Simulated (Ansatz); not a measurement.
# CH4Sb, SMILES [CH3][SbH]: a relaxed scan of one distance

Program: Ansatz's Python interface.

The script reads `ch4sb.xyz`:
```text
6

C    -0.19450   -0.40290   -0.44180
Sb    0.22130    0.00920    1.62450
H    -0.95200    0.43960   -0.84130
H    -0.66850   -1.33300   -0.55410
H     0.69520   -0.36470   -1.06650
H     0.94080    1.58780    1.23290
```

Typed at the interpreter:
```pycon
>>> import ansatz
>>> import numpy as np
>>> system = ansatz.Crystal.molecule_from_extxyz('ch4sb.xyz')
>>> job = (
...     system.calculation()
...     .basis(gaussian='def2-SVP')
...     .functional('B3LYP', dispersion='d3bj')
...     .spin('collinear', total=1)
... )
>>> symbols = [site.symbol for site in system.cartesian_sites]
>>> pairs = [(0, 1), (0, 2), (0, 3), (0, 4), (1, 5)]
>>> print('held (A)   E (eV)        ', '  '.join(f'{symbols[i]}{i}-{symbols[j]}{j}' for i, j in pairs))
held (A)   E (eV)         C0-Sb1  C0-H2  C0-H3  C0-H4  Sb1-H5
>>> for length in [1.98, 2.15, 2.32, 2.58, 2.9]:
...     data = job.relax(constraints=[ansatz.DistanceConstraint((0, 1), at=length)], force_tolerance=0.02, max_steps=60).run(threads=1).report
...     xyz = np.array(data['positions_ang'])
...     print(f'{length:6.2f} {data["free_energy_ev"]:14.5f}  ', '  '.join(f'{np.linalg.norm(xyz[i] - xyz[j]):.3f}' for i, j in pairs))
...
DeckWarning: relax.constraints: the input's atoms, or those drawn, lie off the distances that are held; a relaxation that starts there is brought onto them ahead of its first SCF, by positions alone, an atom by 8.38e-2 Å at the most. With the symmetry detection on, the symmetry is detected on the input's atoms as so brought (as typed, where only the drawn atoms reach the distances), and notices that speak of the structure as typed mean those atoms
  1.98    -7640.26343   1.980  1.103  1.101  1.103  1.733
  2.15    -7640.63055   2.150  1.100  1.099  1.100  1.732
  2.32    -7640.57651   2.320  1.098  1.098  1.098  1.731
  2.58    -7640.14586   2.580  1.095  1.095  1.095  1.732
  2.90    -7639.46979   2.900  1.093  1.093  1.093  1.731
```

The settings weren't tested for convergence. Warnings are shown shortened and without file and line. The energies are electronic: no zero-point or thermal terms, and the basis set is short of its limit. def2 sets replace the cores of elements past krypton by effective core potentials. The species is open-shell (spin multiplicity 2). b3lyp holds the VWN-RPA fit, as in Gaussian; the form of ORCA and Turbomole is b3lyp5. Wall time of the script: 73 s on 1 thread of Arm Neoverse V2, with other jobs on the host, peak memory 0.23 GiB.
